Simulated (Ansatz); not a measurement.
# AlGaHN: the cost of one run

Program: Ansatz 0.2.0, Gaussian basis. Level of theory: cc-pVDZ, all electrons in the functionals, frozen cores in the correlation of double hybrids and RPA. These are calculated values, not measurements.

To be run: wB97M-V, B2PLYP, RPA-PBE, at charge 0, triplet; charge 0, singlet; charge 0, quintet; charge 1, doublet; charge 1, quartet; displaced geometry v1; displaced geometry v2 (not every functional at every point).

29 further runs of the same task are left out: 1 for a known fault of the program, 15 that didn't finish, 13 set aside as unsound or not needed. Runs told in other sessions of the task aren't counted.

## 1. What is computed

The geometry is a PBE0/def2-TZVP stationary point (not a proven minimum). No spin-orbit coupling is included. The filled d shell of Ga may be among the frozen orbitals whatever the setting's name suggests.

4 atoms, charge 0, spin multiplicity 3.

Atoms are counted from 1 here; the program's logs count them from 0.

Bond lengths: Al1–Ga2 2.500 Å, Ga2–N3 1.751 Å, N3–H4 1.022 Å. Angles: Al1–Ga2–N3 166.9°, Ga2–N3–H4 114.7°.

No dispersion term is added; wB97M-V holds VV10 nonlocal correlation.

The geometry shown and the zero of energy belong to the point charge 0, triplet. The yardstick, UCCSD(T), and other wave-function levels (R restricted, U unrestricted, valence and pair active spaces) come from earlier runs.

## 2. wB97M-V, charge 0, triplet

in.yaml

```yaml
crystal:
  periodic: [false, false, false]
  atoms:
    - {symbol: Al, position_ang: [0.000021, -0.136638, 2.881445]}
    - {symbol: Ga, position_ang: [0.000052, -0.021326, 0.384016]}
    - {symbol: N, position_ang: [0.000018, -0.338664, -1.338437]}
    - {symbol: H, position_ang: [-0.000090, 0.496627, -1.927023]}
basis:
  gaussian: {orbitals: cc-pVDZ}
magnetization: {spin_polarized: true, initial_magnetization: 2}
hamiltonian: {xc: {name: wB97M-V}}
output: {forces: true, orbitals: {seedname: orbitals}}
```

Run with:

```
> ansatz run in.yaml --threads 1 --pin off --events-out ev --progress --plain --max-ram 2393MiB
```

**Question.** How long does this run take on 1 thread of Arm Neoverse N1, shared host, and how much memory does it need?

About 94 s, with a peak of 0.32 GiB.
